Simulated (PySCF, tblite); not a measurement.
# C4H11NSi2: geometry, infrared bands and NMR shifts

What infrared bands and NMR shifts should C4H11NSi2 (`C=N/C(=C\[SiH3])C[SiH3]`) show?

Programs: tblite 0.8.0 and PySCF 2.14.0, with density-fitted response routines of our own. Each step states its level of theory. These are calculated values for one molecule in the gas phase, unless marked as measured. Atoms are numbered from 0 throughout.

### 1 The starting structure

18 atoms, charge 0, multiplicity 1; geometry from: force field or distance geometry start.

Bonds of the start (Å): C0–N1 1.28, N1–C2 1.37, C2–C3 1.35, C3–Si4 1.84, C2–C5 1.51, C5–Si6 1.87, C0–H7 1.11, C0–H8 1.10, C3–H9 1.07, Si4–H10 1.49, Si4–H11 1.48, Si4–H12 1.49, C5–H13 1.10, C5–H14 1.09, Si6–H15 1.48, Si6–H16 1.49, Si6–H17 1.50.

### 2 Optimising the geometry with GFN2-xTB

What the job is given:

```
{"job": {"kind": "relax", "xc": "GFN2-xTB", "basis": "xTB"}, "charge": 0, "multiplicity": 1}
C     -1.314600     1.547200     1.125900
N     -0.658200     0.450000     1.124200
C     -0.068300     0.104300    -0.062700
C     -0.631500    -0.780500    -0.911100
Si    -2.176600    -1.745800    -0.677600
C      1.240100     0.772600    -0.405700
Si     2.724100     0.160700     0.560300
H     -1.808600     1.896300     2.055800
H     -1.439400     2.187900     0.236500
H     -0.136900    -1.033000    -1.829700
H     -2.503200    -2.413800    -1.972700
H     -2.027300    -2.801300     0.350700
H     -3.316600    -0.844400    -0.339500
H      1.155300     1.855500    -0.259200
H      1.463600     0.651000    -1.467900
H      3.942900     0.849000     0.083200
H      2.614200     0.457000     2.020200
H      2.932200    -1.306200     0.357700
```

The run is started by

```sh
OMP_NUM_THREADS=1 python probes_run.py task.json out
```

The driver reads the jobs from task.json and runs them one after another.

**Question.** This job is followed by: GFN2-xTB harmonic vibrations, gas phase; GIAO PBE0/pcSseg-1 NMR shielding, non-relativistic, gas phase. Predict these results of the whole session: strongest single infrared mode (GFN2-xTB); zero-point energy (GFN2-xTB); ¹³C shifts against TMS (PBE0/pcSseg-1); ¹H shifts against TMS (PBE0/pcSseg-1, means over atoms taken as alike); ¹⁵N shifts against NH3 (PBE0/pcSseg-1); ²⁹Si shifts against TMS (PBE0/pcSseg-1); surface potential, 1st and 99th percentile.

The runs gave:

```
                                                              quantity                                   value
                             strongest single infrared mode (GFN2-xTB)                    782 cm⁻¹, 559 km/mol
                                          zero-point energy (GFN2-xTB)                           79.6 kcal/mol
                                ¹³C shifts against TMS (PBE0/pcSseg-1)            177.0, 151.4, 95.5, 27.6 ppm
¹H shifts against TMS (PBE0/pcSseg-1, means over atoms taken as alike)  7.42, 7.22, 4.60, 4.15, 4.11, 1.94 ppm
                                ¹⁵N shifts against NH3 (PBE0/pcSseg-1)                               410.2 ppm
                               ²⁹Si shifts against TMS (PBE0/pcSseg-1)                        -62.6, -86.0 ppm
                                 surface potential, 1st and 99th percentile                      -1.12 V and 1.00 V
```

The optimisation took 193 steps and gained 0.352 eV; among the close pairs (by a distance rule), C5–Si6 changed most, from 1.873 to 1.911 Å. No mode is imaginary among the 48: a minimum at this level. The strongest single mode, at 782 cm⁻¹, is carried by H17, H15, H16. GFN2-xTB is a fitted tight-binding method: band positions and strengths are rough. Its intensities can rank the bands wrongly. At PBE0/pcSseg-1: The largest span, 669 ppm, is at N1, where the paramagnetic term is -477 ppm. At PBE0/pcSseg-1, counted by nearest atom on the grid, the HOMO lies on C3 34 %; N1 21 %, the LUMO on C0 27 %; N1 22 %.
